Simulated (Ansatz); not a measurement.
# C2H5BOSi: a ladder of functionals and wavefunction methods

Aim: compute C2H5BOSi with functionals from several rungs and with coupled cluster, and see how far each lands from CCSD(T) at the basis-set limit for the atomisation energy.

Program: Ansatz 0.2.0, Gaussian basis. Level of theory: functionals in def2-TZVPP, the program's frozen cores in correlated methods. These are calculated values, not measurements.

Levels to be run: LDA (SPW92), PBE-D4, revPBE-D4, BLYP-D4, r2SCAN-D4, B97M-V, PBE0-D4, B3LYP-D4, r2SCANh-D4, r2SCAN0-D4, HSE06-D4, BHLYP-D4, CAM-B3LYP-D4, LC-ωPBE, ωB97X-V, ωB97M-V, B2PLYP, PBE-QIDH; CCSD(T)/def2-SVP; CCSD(T)/def2-TZVPP; MP2/def2-QZVPP; extrapolation to the limit; RPA on PBE.

**1. Structure used throughout**

An earlier PBE0-D4 in a triple-zeta def2 set relaxation fixed the geometry.

10 atoms, charge 0, spin multiplicity 1.

Atoms are counted from 1 here; the program's logs count them from 0.

Bond lengths: O1–C2 1.143 Å, C2–B3 1.469 Å, B3–C4 1.623 Å, B3–Si5 2.019 Å, B3–H6 1.195 Å, C4–Si5 1.839 Å, C4–H7 1.085 Å, C4–H8 1.086 Å, Si5–H9 1.479 Å, Si5–H10 1.478 Å. Angles: O1–C2–B3 177.9°, C2–B3–C4 119.5°, C2–B3–Si5 101.9°, C2–B3–H6 114.3°, C4–B3–Si5 59.5°, C4–B3–H6 125.3°, Si5–B3–H6 118.6°, B3–C4–Si5 71.0°, B3–C4–H7 113.2°, B3–C4–H8 118.4°, Si5–C4–H7 118.9°, Si5–C4–H8 117.0°, H7–C4–H8 112.4°, B3–Si5–C4 49.5°, B3–Si5–H9 120.8°, B3–Si5–H10 117.9°, C4–Si5–H9 117.3°, C4–Si5–H10 120.9° and more.

**2. LDA**

This LDA is Slater exchange with PW92 correlation.

in.yaml reads:

```yaml
crystal:
  periodic: [false, false, false]
  atoms:
    - {symbol: O, position_ang: [-0.019060, -0.355146, 2.794492]}
    - {symbol: C, position_ang: [0.162085, -0.554380, 1.683991]}
    - {symbol: B, position_ang: [0.432320, -0.772137, 0.256313]}
    - {symbol: C, position_ang: [-0.718423, -0.429561, -0.835952]}
    - {symbol: Si, position_ang: [0.250886, 1.094902, -0.489584]}
    - {symbol: H, position_ang: [1.435073, -1.382484, 0.034159]}
    - {symbol: H, position_ang: [-0.573888, -0.940024, -1.782282]}
    - {symbol: H, position_ang: [-1.755403, -0.438988, -0.514038]}
    - {symbol: H, position_ang: [-0.416236, 2.160694, 0.289006]}
    - {symbol: H, position_ang: [1.285847, 1.566026, -1.433206]}
basis:
  gaussian: {orbitals: def2-TZVPP}
hamiltonian: {xc: lda}
output: {orbitals: {seedname: orbitals}}
```

Command:

```
> ansatz run in.yaml --threads 2 --pin off --events-out ev --progress --plain --max-ram 4352MiB
```

The runs that follow: PBE-D4 (GGA); revPBE-D4 (GGA); BLYP-D4 (GGA); r2SCAN-D4 (meta-GGA); B97M-V (meta-GGA); PBE0-D4 (hybrid); B3LYP-D4 (hybrid); r2SCANh-D4 (hybrid); r2SCAN0-D4 (hybrid); HSE06-D4 (hybrid); BHLYP-D4 (hybrid); CAM-B3LYP-D4 (range-separated); LC-ωPBE (range-separated); ωB97X-V (range-separated); ωB97M-V (range-separated); B2PLYP (double hybrid); PBE-QIDH (double hybrid); CCSD(T) in def2-SVP; CCSD(T) in def2-TZVPP; MP2 in def2-QZVPP; RPA on PBE orbitals.

**Question.** What will the summary of the whole plan be? Wanted: atomisation energy, CCSD(T)/CBS; farthest beyond LDA; mean size of error, GGA; mean size of error, meta-GGA; mean size of error, hybrid; mean size of error, range-separated; mean size of error, double hybrid; gap, smallest and largest; T1 diagnostic.

The runs gave:

| quantity | value |
| --- | --- |
| atomisation energy, CCSD(T)/CBS | 930.8 kcal/mol |
| functionals within 4.7 kcal/mol (0.5 %) | r2SCAN0-D4, LC-ωPBE, B2PLYP, PBE-QIDH |
| farthest beyond LDA | PBE-D4 (+36.3 kcal/mol) |
| mean size of error, GGA | 19.3 kcal/mol |
| mean size of error, meta-GGA | 16.3 kcal/mol |
| mean size of error, hybrid | 12.2 kcal/mol |
| mean size of error, range-separated | 6.4 kcal/mol |
| mean size of error, double hybrid | 2.9 kcal/mol |
| gap, smallest and largest | 3.19 eV (LDA (SPW92)), 9.96 eV (LC-ωPBE) |
| T1 diagnostic | 0.0157 |
| triples share of the correlation energy | 4.8 % |

LDA overbinds by 151.6 kcal/mol (16 %). PBE-D4 misses by +36.3 kcal/mol. Double hybrids carry the basis error of their MP2 part in triple zeta, and no dispersion term here, so their miss is partly the set-up's. Taken by rung, double hybrid functionals do best (2.9 kcal/mol on average) and GGA ones worst beyond LDA (19.3 kcal/mol). Misses under about 4.7 kcal/mol are within the doubt on the reference itself, which lacks core-valence correlation, relativity and higher excitations. Hartree-Fock recovers 72 % of the binding; the rest is correlation. CCSD(T) in def2-SVP is off by -43.2 kcal/mol, so the small basis spoils what the method gains. The gap grows from 3.2 to 10.0 eV across the functionals, mostly with the share of exact exchange.
